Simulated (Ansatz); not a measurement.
**Al3GaSb4: the band gap up the ladder of functionals**

An exercise on one series of results from a longer session: the logs are not shown, and one member is left open.

The runs shown are made with Ansatz 0.2.0. PAW datasets, plane waves. These are computed values for a spin-unpolarised cell that may be hypothetical; none is a measurement.

## The system as given

The cell was relaxed beforehand with r2SCAN.

It is tetragonal, I-42m (No. 121); a = 6.167 Å, c = 12.334 Å in the conventional setting, 29.32 Å³ an atom. Around Al lie 4 Sb at 2.67 Å; around Sb lie 1 Ga at 2.66 Å and 3 Al at 2.67–2.68 Å; around Al lie 4 Sb at 2.68 Å; around Ga lie 4 Sb at 2.66 Å.

Coordinates:

Space group I-42m (No. 121). a = 6.167 Å, b = 6.167 Å, c = 12.334 Å, α = 90.00°, β = 90.00°, γ = 90.00°
| atom | site | symmetry | x | y | z |
| --- | --- | --- | --- | --- | --- |
| Al | 4d | -4.. | 0.0000 | 0.5000 | 0.2500 |
| Sb | 8i | ..m | 0.2510 | 0.7490 | 0.3753 |
| Al | 2b | -42m | 0.5000 | 0.5000 | 0.0000 |
| Ga | 2a | -42m | 0.0000 | 0.0000 | 0.0000 |

Set-up of the first run:

Input file input.yaml:

```yaml
crystal:
  lattice:
    - [-3.0836769021, 3.0836769021, 6.167125221]
    - [3.0836769021, -3.0836769021, 6.167125221]
    - [3.0836769021, 3.0836769021, -6.167125221]
  atoms:
    - { symbol: Al, position: [0.75, 0.25, 0.5] }
    - { symbol: Sb, position: [0.1243126604, 0.6262127432, 0.0] }
    - { symbol: Al, position: [0.5, 0.5, 0.0] }
    - { symbol: Sb, position: [0.8756873396, 0.8756873396, 0.5019000828] }
    - { symbol: Al, position: [0.25, 0.75, 0.5] }
    - { symbol: Sb, position: [0.6262127432, 0.1243126604, 0.0] }
    - { symbol: Ga, position: [0.0, 0.0, 0.0] }
    - { symbol: Sb, position: [0.3737872568, 0.3737872568, 0.4980999172] }
kpoints:
  mp_grid: { grid: [6, 6, 6] }
  band_path:
    path:
      - [[0.0, 0.0, 0.0], [1.346772531994e-17, -1.346772531994e-17, 0.5], [0.25, 0.25, 0.25], [2.750782794434e-17, 0.5, -2.750782794434e-17], [0.0, 0.0, 0.0], [0.5, 0.5, -0.5], [0.3125046331863, 0.6874953668137, -0.3125046331863]]
      - [[-0.3125046331863, 0.3125046331863, 0.3125046331863], [0.0, 0.0, 0.0]]
      - [[1.346772531994e-17, -1.346772531994e-17, 0.5], [-0.1250092663726, 0.1250092663726, 0.5]]
      - [[0.5, 0.5, -0.1250092663726], [0.5, 0.5, -0.5]]
    npoints: 10
hamiltonian:
  xc: pbe
scf:
  occupations: { method: fermi_dirac, width: 0.02 }
  n_extra_bands: 6
output:
  forces: true
  stress: true
  eigenvalues: true
```

Command:

```
ansatz run input.yaml --threads 4 --pin off --max-ram 6451MiB --backend cpu --events-out ev --progress --plain --runs-dir out
```

Among the steps run: PBE band path; r2SCAN at the same geometry; HSE06; PBE+SOC at the same geometry; PBE0 at the same geometry.

One of the session's tables, all rows but one given; the rest of the session is left out.

| level | gap (eV) |
| --- | --- |
| PBE | ? |
| r2SCAN | 1.13 |
| HSE06 | 1.43 |
| PBE+SOC | 0.60 |
| PBE0 | 2.02 |

Estimate the missing values for PBE.

The run gave: gap (eV): 0.81. In the column «gap (eV)» it lies between PBE+SOC (0.60) and r2SCAN (1.13).

Meshes: PBE 6×6×6, r2SCAN 6×6×6, HSE06 4×4×4, PBE+SOC 6×6×6, PBE0 4×4×4

In words: The gap runs from 0.60 eV (PBE+SOC) to 2.02 eV (PBE0). PBE reaches 56 % of the HSE06 value, and r2SCAN 79 %. PBE0 lies 0.59 eV above HSE06, which differs from it by screening the long-range exchange.

Caveats from the session: Warnings in the runs' records: stress scf threshold loose, stress exchange threshold loose.
